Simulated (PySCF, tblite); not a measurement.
# C₇H₉O₂ radical: geometry, infrared bands and EPR parameters

Aim: predict the infrared bands and EPR parameters of C₇H₉O₂ radical (`C=C(C)[C]1COCC1=O`).

Programs: tblite 0.8.0 and PySCF 2.14.0, with density-fitted response routines of our own. Each step states its level of theory. These are calculated values for one molecule in the gas phase, unless marked as measured. Atoms count from 0, in the outputs and in this text.

## 1. The molecule as given

18 atoms, charge 0, multiplicity 2; geometry from: force field or distance geometry start.

Bonds of the start (Å): C0–C1 1.33, C1–C2 1.51, C1–C3 1.46, C3–C4 1.52, C4–O5 1.41, O5–C6 1.41, C6–C7 1.51, C7–O8 1.21, C7–C3 1.50, C0–H9 1.07, C0–H10 1.09, C2–H11 1.11, C2–H12 1.12, C2–H13 1.09, C4–H14 1.09, C4–H15 1.09, C6–H16 1.10, C6–H17 1.09.

## 2. Geometry optimisation with GFN2-xTB

The job: settings as JSON, then the geometry in Å.

```
{"job": {"kind": "relax", "xc": "GFN2-xTB", "basis": "xTB"}, "charge": 0, "multiplicity": 2}
C      1.569400     1.643900     0.080600
C      1.068100     0.413800     0.130000
C      2.027800    -0.694000    -0.214300
C     -0.297000     0.067200     0.512900
C     -0.766500    -1.297500     0.029800
O     -2.147100    -1.189800     0.314100
C     -2.460100    -0.032900    -0.423300
C     -1.324200     0.925800    -0.158200
O     -1.254200     2.101700    -0.435400
H      2.591100     1.743600    -0.214200
H      0.976700     2.528400     0.314000
H      2.396000    -0.406800    -1.225300
H      2.922100    -0.653700     0.460700
H      1.591300    -1.689900    -0.172700
H     -0.283000    -2.131000     0.534600
H     -0.727600    -1.407400    -1.057200
H     -3.399700     0.422600    -0.077400
H     -2.491800    -0.337700    -1.469300
```

On the command line:

```console
$ OMP_NUM_THREADS=1 python probes_run.py task.json out
```

This one command runs all jobs of the session in turn.

**Question.** This job is followed by: GFN2-xTB harmonic vibrations, gas phase; UKS B3LYP, pcH-1 on C H O, non-relativistic, mean-field spin-orbit, GIAO. What will the session give for the following? strongest single infrared mode (GFN2-xTB); zero-point energy (GFN2-xTB); g(iso) (B3LYP); ⟨S²⟩; largest a(iso) (averaged by class); surface potential, 1st and 99th percentile.

As calculated:

| quantity | value |
| --- | --- |
| strongest single infrared mode (GFN2-xTB) | 1686 cm⁻¹, 304 km/mol |
| zero-point energy (GFN2-xTB) | 88.3 kcal/mol |
| g(iso) (B3LYP) | 2.00393 |
| ⟨S²⟩ | 0.773 (exact 0.75) |
| largest a(iso) (averaged by class) | 1H on H14, H15, 87.7 MHz |
| surface potential, 1st and 99th percentile | -1.62 V and 1.09 V |

What this shows: Over 121 steps the energy fell by 1.364 eV; of the close pairs, C3–C7 changed most, 1.498 to 1.440 Å. No mode is imaginary among the 48: a minimum at this level. The strongest single mode, at 1686 cm⁻¹, moves mainly C7 and O8. GFN2-xTB is a fitted tight-binding method: band positions and strengths are rough. Its intensities can rank the bands wrongly. The largest spin populations lie on C3 (0.56 e), C0 (0.52 e). The isotropic g lies 1.6 ppt above the free-electron value.
